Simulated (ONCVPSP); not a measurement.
# Pseudopotential generation for Ir: ONCV, LDA (Perdew-Wang 92)

Do these settings give a usable potential? It is generated, then checked for transferability, scattering, ghosts and hardness.

Program: ONCVPSP 4.0.1.1 (patched build). Reference atom: LDA (Perdew-Wang 92), scalar-relativistic, spherical and spin-unpolarised. All values are calculated.

### Step 1. Starting point

Typed settings, in words:

```
element                 : iridium (Ir, Z = 77)
type                    : optimised norm-conserving Vanderbilt (ONCV)
frozen core             : [Kr] 4d10 4f14
valence charge          : 17
reference configuration : 5s2 5p6 5d7 6s2
partial waves           : 5s+6s: rc 1.40 bohr, ncon 4, nbas 8, qcut 7.2 1/bohr, 2 projectors; 5p: rc 1.95 bohr, ncon 3, nbas 7, qcut 8.4 1/bohr, 2 projectors, debl 1.6 Ha; 5d: rc 1.50 bohr, ncon 4, nbas 8, qcut 6.1 1/bohr, 2 projectors, debl 2 Ha
local potential         : polynomial inside 1.26 bohr (lpopt 4, dvloc0 6 Ha)
core correction         : not asked for
```

An earlier all-electron run gives the scale for the radii.

All-electron outer shells of the reference configuration (LDA (PZ), scalar-relativistic, ld1.x):

```tsv
shell	level (eV)	outermost node (bohr)	outermost maximum (bohr)
5s	-98.30	0.50	0.89
4f	-62.55	–	0.39
5p	-54.92	0.54	1.01
5d	-7.36	0.59	1.31
6s	-6.59	1.17	2.38
6p	-1.35	1.39	3.43
```

### Step 2. Generating the potential

Ir.dat

```
# ATOM AND REFERENCE CONFIGURATION
# atsym  z   nc   nv     iexc    psfile
  Ir 77.00   10    4  -001012      upf
#
#   n    l    f
    1    0    2.00
    2    0    2.00
    2    1    6.00
    3    0    2.00
    3    1    6.00
    3    2   10.00
    4    0    2.00
    4    1    6.00
    4    2   10.00
    4    3   14.00
    5    0    2.00
    5    1    6.00
    5    2    7.00
    6    0    2.00
#
# PSEUDOPOTENTIAL AND OPTIMIZATION
# lmax
    2
#
#   l,   rc,      ep,       ncon, nbas, qcut
    0    1.40    0.00    4    8    7.20
    1    1.95    0.00    3    7    8.40
    2    1.50    0.00    4    8    6.10
#
# LOCAL POTENTIAL
# lloc, lpopt,  rc(5),   dvloc0
    4    4    1.26    6.00
#
# VANDERBILT-KLEINMAN-BYLANDER PROJECTORs
# l, nproj, debl
    0    2    2.60
    1    2    1.60
    2    2    2.00
#
# MODEL CORE CHARGE
# icmod, fcfact, rcfact
    0    0.00    0.00
#
# LOG DERIVATIVE ANALYSIS
# epsh1, epsh2, depsh
   -5.00    5.00    0.04
#
# OUTPUT GRID
# rlmax, drl
    6.00    0.01
#
# TEST CONFIGURATIONS
# ncnf
    4
# nvcnf
#   n    l    f
    4
    5    0    2.00
    5    1    6.00
    5    2    7.00
    6    0    1.00
#
    4
    5    0    2.00
    5    1    6.00
    5    2    7.00
    6    0    0.00
#
    4
    5    0    2.00
    5    1    6.00
    5    2    6.00
    6    0    0.00
#
    5
    5    0    2.00
    5    1    6.00
    5    2    7.00
    6    0    1.00
    6    1    1.00
#
```

Run with:

```
$ oncvpsp.x < Ir.dat > Ir.out
```

**Question.** What will these runs give? Wanted: cutoffs for 1 and 0.1 mHa per electron, occupied waves; bound ghosts; GHOST(+) flags; largest test error; largest phase difference near zero energy, channels read; projector energies reset by the program.

**Answer**, as computed:

```
                                                quantity                         value
  cutoffs for 1 and 0.1 mHa per electron, occupied waves               24 Ha and 61 Ha
                                            bound ghosts                    none found
                                          GHOST(+) flags            none at low energy
                            largest test error (AE − PS)  -15 meV, for 5s2 5p6 5d6 6s0
largest phase difference near zero energy, channels read                     0.000 rad
                 projector energies reset by the program           p: -2.018, 0.250 Ha
```

What this shows: The worst unpolarised test, 5s2 5p6 5d6 6s0, is off by 15 meV on 58.9 eV; by total energies transferability rates as good. It counts as of middling hardness, with 24 Ha needed at the looser tolerance. The tighter tolerance needs 61 Ha, and converged work needs a cutoff nearer that. No bound ghost shows below the valence levels. Near zero energy the phases of the channels with partial waves agree within 0.001 rad. Note that the frozen 4f shell (-63 eV) lies higher than the valence 5s shell (-98 eV). These are tests on the free atom; a crystal test is still owed.
